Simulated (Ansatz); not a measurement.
# BClF2 (chlorodifluoroborane) at 6 levels

Wanted: a comparison of 6 runs (CAM-B3LYP/STO-3G, UPBE/STO-3G, wB97X/STO-3G, MP2/STO-3G, BCCD(T)/STO-3G, CCSDTQ/STO-3G) of BClF2 (chlorodifluoroborane). 

Program for the calculation: Ansatz 0.2.0.

66 further runs of the same task are left out: 7 that didn't finish, 59 set aside as unsound or not needed.

### Step 1. The molecule

BClF2: 4 atoms, total charge 0, spin state singlet. SMILES: `FB(F)Cl`. The B2–F1 distance was set to 1.966 Å, away from the relaxed value.

Bond lengths: B2–F3 1.310 Å, B2–Cl4 1.740 Å. Angles: F3–B2–Cl4 120.5°. A long bond or contact: F1–B2 1.966 Å.

### Step 2. A single-point energy at CAM-B3LYP/STO-3G (run 1)

Input file run.yaml:

```yaml
basis:
  gaussian:
    orbitals: STO-3G
crystal:
  periodic: [false, false, false]
  atoms:
    - {symbol: F, position_ang: [-0.227002, -1.860823, -0.788459]}
    - {symbol: B, position_ang: [-0.067100, -0.041300, -0.062000]}
    - {symbol: F, position_ang: [-1.011600, 0.830100, -0.317700]}
    - {symbol: Cl, position_ang: [1.307900, 0.405300, 0.905700]}
hamiltonian:
  xc: {name: CAM-B3LYP}
accuracy: high
```

Command:

```console
ansatz run run.yaml --threads 1 --pin off --max-ram 2610MiB --events-out events.jsonl --progress --plain --runs-dir runs
```

Log:

```text
Warning: RAYON_NUM_THREADS=1 ignored (pool sized by the plan → 1); use --threads N
Functional definition: CAM-B3LYP
  name "CAM-B3LYP"
  parameter alpha = 0.19
  parameter beta = 0.46
  parameter omega = 0.33/bohr
  parameter ac = 0.81
  exchange = (1 - alpha - beta)*b88_x + beta*b88_x_sr(omega) + alpha*exact_x + beta*exact_x_lr(omega)
  correlation = (1 - ac)*vwn5_c + ac*lyp_c
435 factors; integrals over basis functions are off by at most 3.3e-8 eV
173 factors; integrals over basis functions are off by at most 8.3e-10 eV
mean field evaluation 1: about -18400.8516 eV, gradient 3.2e1 eV
mean field evaluation 2: about -18334.8051 eV, gradient 1.4e2 eV
mean field evaluation 4: about -18406.2696 eV, gradient 3.5e0 eV
mean field evaluation 8: about -18406.2826 eV, gradient 1.9e-1 eV
mean field evaluation 16: about -18406.2828 eV, gradient 1.4e-5 eV
mean field -18406.28281707 eV, -676.4184173009 hartree, gradient 5.9e-8 eV, S^2 0.000000; 0 other end points of the search recorded, 0 dependent functions left out
reference -18406.28282774 eV, -676.4184176930 hartree; 20, 20 occupied and 4, 4 virtual orbitals, 435 factors
Total energy: -18406.28282774 eV, -676.4184176930 hartree
```

Wall time 1.6 s (1 thread of Arm Neoverse V1, shared host); peak memory 0.098 GiB.

### Step 3. The energy at UPBE/STO-3G (run 2)

Input file molecule.yaml:

```yaml
crystal:
  periodic: [false, false, false]
  atoms:
    - symbol: F
      position_ang: [-0.227002, -1.860823, -0.788459]
    - symbol: B
      position_ang: [-0.067100, -0.041300, -0.062000]
    - symbol: F
      position_ang: [-1.011600, 0.830100, -0.317700]
    - symbol: Cl
      position_ang: [1.307900, 0.405300, 0.905700]
basis:
  gaussian:
    orbitals: STO-3G
magnetization:
  spin_polarized: true
  initial_magnetization: 0
hamiltonian:
  xc: {name: PBE}
accuracy: high
```

Command:

```console
ansatz run molecule.yaml --threads 1 --pin off --max-ram 2610MiB --events-out events.jsonl --progress --plain --runs-dir runs
```

Log:

```text
Warning: RAYON_NUM_THREADS=1 ignored (pool sized by the plan → 1); use --threads N
Functional definition: PBE
  name "PBE"
  parameter kappa = 0.804
  parameter beta = 0.06672455060314922
  exchange = pbe_x(kappa = kappa, mu = beta*pi^2/3)
  correlation = pbe_c(beta = beta)
435 factors; integrals over basis functions are off by at most 3.3e-8 eV
mean field evaluation 1: about -18395.0979 eV, gradient 1.7e1 eV
mean field evaluation 2: about -18269.4201 eV, gradient 1.2e2 eV
mean field evaluation 4: about -18397.4668 eV, gradient 8.6e0 eV
mean field evaluation 8: about -18397.9383 eV, gradient 1.7e-1 eV
mean field evaluation 16: about -18397.9385 eV, gradient 3.8e-7 eV
mean field -18397.93851453 eV, -676.1117698385 hartree, gradient 6.0e-8 eV, S^2 0.000000; 0 other end points of the search recorded, 0 dependent functions left out
reference -18397.93851585 eV, -676.1117698870 hartree; 20, 20 occupied and 4, 4 virtual orbitals, 435 factors
Total energy: -18397.93851585 eV, -676.1117698870 hartree
```

Run time: 2.1 s. Hardware: 1 thread of Arm Neoverse V1, shared host; peak memory 0.13 GiB.

Runs 3 to 5 aren't shown in full; the table further down has their settings and results.

### Step 4. The energy at CCSDTQ/STO-3G (run 6)

Input file in.yaml:

```yaml
basis:
  gaussian: {orbitals: STO-3G}
crystal:
  periodic: [false, false, false]
  atoms:
    - {symbol: F, position_ang: [-0.227002, -1.860823, -0.788459]}
    - {symbol: B, position_ang: [-0.067100, -0.041300, -0.062000]}
    - {symbol: F, position_ang: [-1.011600, 0.830100, -0.317700]}
    - {symbol: Cl, position_ang: [1.307900, 0.405300, 0.905700]}
correlation: {method: ccsdtq, frozen_orbitals: {B: 1, Cl: 5, F: 1}}
accuracy: high
scf: {omitted_lower_state_checks: [cluster_reference, increment]}
```

Command:

```console
ansatz run in.yaml --threads 1 --pin off --max-ram 2610MiB --events-out events.jsonl --progress --plain --runs-dir runs
```

Log (excerpt; [...] marks lines left out):

```text
Warning: RAYON_NUM_THREADS=1 ignored (pool sized by the plan → 1); use --threads N
Functional definition: HF
  name "HF"
[...]
435 factors; integrals over basis functions are off by at most 3.3e-8 eV
[...]
mean field -18367.81979557 eV, -675.0049273319 hartree, gradient 2.1e-8 eV, S^2 0.000000; 0 other end points of the search recorded, 0 dependent functions left out; unrestricted orbitals would lower it
8 core orbitals not correlated: weight in the atoms' cores, before any rotation towards them, 1.000 or more for the frozen orbitals, at most 0.000 for the correlated occupied ones
reference -18367.81979557 eV, -675.0049273319 hartree; 12, 12 occupied and 4, 4 virtual orbitals, 435 factors
second order -3.03039308 eV of doubles, -0.00000000 eV of singles
cycle   1  -3.43848862 eV  change   -4.1e-1 eV  update   1.3e-1
[...]
cycle  40  -4.23753327 eV  change  -3.5e-10 eV  update  9.4e-10
Total energy: -18372.05732884 eV, -675.1606538072 hartree
Checks for a lower state left out: cluster_reference, increment
```

Wall time 28 s (1 thread of Arm Neoverse V1, shared host); peak memory 0.27 GiB.

### Step 5. The series

| run | level | frozen core orbitals | energy (Eh) | wall time |
| --- | --- | --- | --- | --- |
| 1 | CAM-B3LYP/STO-3G | – | -676.418418 | 1.6 s |
| 2 | UPBE/STO-3G | – | -676.111770 | 2.1 s |
| 3 | wB97X/STO-3G | – | -676.506145 | 5.7 s |
| 4 | MP2/STO-3G | 8 | -675.116292 | 0.18 s |
| 5 | BCCD(T)/STO-3G | 8 | -675.158339 | 0.32 s |
| 6 | CCSDTQ/STO-3G | 8 | -675.160654 | 28 s |

### Step 6. Results

```
                                          quantity          value
                               run 6: total energy  -675.16065 Eh
run 6: correlation energy (8 core orbitals frozen)     -155.7 mEh
                              run 6: T1 diagnostic          0.018
```

What this shows: Totals of different functionals can't be ranked against each other. In runs 4, 5, 6 the log says that unrestricted orbitals would lower the reference, so the values rest on an unstable closed-shell determinant (other closed-shell runs at this shape may share the fault). In runs 1, 2, 3, 4, 5, 6 the basis is minimal, so the values are rough. All runs together took 38 s, the longest 28 s.
